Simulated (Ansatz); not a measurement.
**Molecular dynamics of LiYbAlF6**

input.yaml

```yaml
crystal:
  lattice:
    - [5.045742, 0.0, 0.0]
    - [-2.522871, 4.369741, 0.0]
    - [0.0, 0.0, 9.577207]
  atoms:
    - { symbol: Li, position: [0.6666667, 0.3333333, 0.75] }
    - { symbol: Li, position: [0.3333333, 0.6666667, 0.25] }
    - { symbol: Yb, position: [0.0, 0.0, 0.5] }
    - { symbol: Yb, position: [0.0, 0.0, 0.0] }
    - { symbol: Al, position: [0.3333333, 0.6666667, 0.75] }
    - { symbol: Al, position: [0.6666667, 0.3333333, 0.25] }
    - { symbol: F, position: [0.341506, 0.372398, 0.858773] }
    - { symbol: F, position: [0.627602, 0.969108, 0.858773] }
    - { symbol: F, position: [0.658494, 0.030892, 0.358773] }
    - { symbol: F, position: [0.969108, 0.627602, 0.358773] }
    - { symbol: F, position: [0.372398, 0.341506, 0.358773] }
    - { symbol: F, position: [0.969108, 0.341506, 0.141227] }
    - { symbol: F, position: [0.372398, 0.030892, 0.141227] }
    - { symbol: F, position: [0.658494, 0.627602, 0.141227] }
    - { symbol: F, position: [0.341506, 0.969108, 0.641227] }
    - { symbol: F, position: [0.030892, 0.372398, 0.641227] }
    - { symbol: F, position: [0.627602, 0.658494, 0.641227] }
    - { symbol: F, position: [0.030892, 0.658494, 0.858773] }
basis:
  ecutwfc: 420.0
kpoints:
  mp_grid: { grid: [2, 2, 1] }
hamiltonian:
  xc: lda
scf:
  occupations: { method: fermi_dirac, width: 0.05 }
  lower_state_search: "off"
  max_iter: 84
md:
  timestep: 1
  n_steps: 200
  ensemble: nvt_nose_hoover
  temperature: 1500.0
  initial_velocities: zero
  seed: 951335
  nose_hoover: { tau: 100.0, chain_length: 1 }
```

Command:

```bash
$ ansatz run input.yaml --threads 1 --pin off --max-ram 3072MiB --backend cpu --events-out ev --progress --plain --runs-dir out
```

It starts from an unrelaxed structure (largest force component 0.46 eV/Å).

Output, in part (step lines):

```
md step     0: t =     0.00 fs  T =     0.0 K  F+E_penalty+E_count = -38105.63138571 eV  E_kin = 0.000000 eV  conserved = -38105.63138571 eV  (16 SCF iters)
md step     1: t =     1.00 fs  T =     0.6 K  F+E_penalty+E_count = -38105.63260577 eV  E_kin = 0.001217 eV  conserved = -38105.63138840 eV  (6 SCF iters)
md step     2: t =     2.00 fs  T =     2.2 K  F+E_penalty+E_count = -38105.63622310 eV  E_kin = 0.004828 eV  conserved = -38105.63139640 eV  (6 SCF iters)
md step     3: t =     3.00 fs  T =     4.9 K  F+E_penalty+E_count = -38105.64211043 eV  E_kin = 0.010706 eV  conserved = -38105.63140946 eV  (8 SCF iters)
md step     4: t =     4.00 fs  T =     8.5 K  F+E_penalty+E_count = -38105.65006007 eV  E_kin = 0.018648 eV  conserved = -38105.63142725 eV  (9 SCF iters)
md step     5: t =     5.00 fs  T =    12.9 K  F+E_penalty+E_count = -38105.65979063 eV  E_kin = 0.028378 eV  conserved = -38105.63144910 eV  (4 SCF iters)
md step     6: t =     6.00 fs  T =    18.0 K  F+E_penalty+E_count = -38105.67095606 eV  E_kin = 0.039556 eV  conserved = -38105.63147414 eV  (3 SCF iters)
md step     7: t =     7.00 fs  T =    23.6 K  F+E_penalty+E_count = -38105.68315694 eV  E_kin = 0.051789 eV  conserved = -38105.63150173 eV  (5 SCF iters)
[... lines left out ...]
md step   200: t =   200.00 fs  T =   273.3 K  F+E_penalty+E_count = -38105.45576053 eV  E_kin = 0.600535 eV  conserved = -38105.63116381 eV  (11 SCF iters)
```

The steps, from the saved trajectory:

```csv
time (fs),T (K),potential energy less start (eV),conserved less start (meV/atom)
0.0,0,0.000,0.00
6.0,18,-0.040,0.00
12.0,51,-0.112,-0.01
18.0,62,-0.132,-0.02
24.0,38,-0.077,-0.01
30.0,14,-0.024,0.00
36.0,24,-0.044,0.00
42.0,51,-0.100,-0.01
48.0,58,-0.108,-0.01
54.0,34,-0.049,-0.01
60.0,10,0.007,0.00
66.0,16,-0.006,0.00
72.0,54,-0.082,-0.01
78.0,84,-0.134,-0.02
84.0,67,-0.081,-0.01
90.0,20,0.032,0.01
96.0,10,0.058,0.01
102.0,59,-0.043,-0.01
108.0,106,-0.124,-0.02
114.0,94,-0.066,-0.01
120.0,44,0.064,0.01
126.0,23,0.119,0.02
132.0,62,0.047,0.01
138.0,123,-0.056,-0.01
144.0,132,-0.027,-0.01
150.0,68,0.153,0.02
156.0,26,0.260,0.04
162.0,105,0.109,0.02
168.0,238,-0.109,-0.01
174.0,269,-0.062,0.00
180.0,162,0.272,0.04
186.0,37,0.592,0.07
192.0,38,0.600,0.07
198.0,202,0.292,0.03
```

The run went to its last step. The conserved energy stayed within 0.071 meV per atom of its start (net change 0.012 meV per atom), so the integration is sound. The mean temperature of the second half is 93 % below the set value. A run of 0.2 ps of so small a system gives no equilibrium averages. Limits of this set-up: coarse k mesh.

Mean squared displacements from the first frame to the last, about the centre of mass: Li 0.00 Å², Yb 0.00 Å², Al 0.00 Å², F 0.01 Å².

Last frame:

```xyz
18
Lattice="5.0457 0.0000 0.0000 -2.5229 4.3697 0.0000 0.0000 0.0000 9.5772" Properties=species:S:1:pos:R:3
Li 2.523 1.457 7.183
Li 0.000 2.913 2.394
Yb 0.000 0.000 4.789
Yb 0.000 0.000 0.000
Al 0.000 2.913 7.183
Al 2.523 1.457 2.394
F 0.796 1.678 8.275
F 0.671 4.220 8.275
F 3.194 0.150 3.486
F 3.319 2.691 3.486
F 1.056 1.528 3.486
F 3.990 1.528 1.302
F 1.851 0.150 1.302
F 1.727 2.691 1.302
F -0.671 4.220 6.091
F -0.796 1.678 6.091
F 1.467 2.841 6.091
F -1.467 2.841 8.275
```

The run took 7.7 min on 1 thread of Arm Neoverse V2 (shared host), peak memory 0.52 GiB.
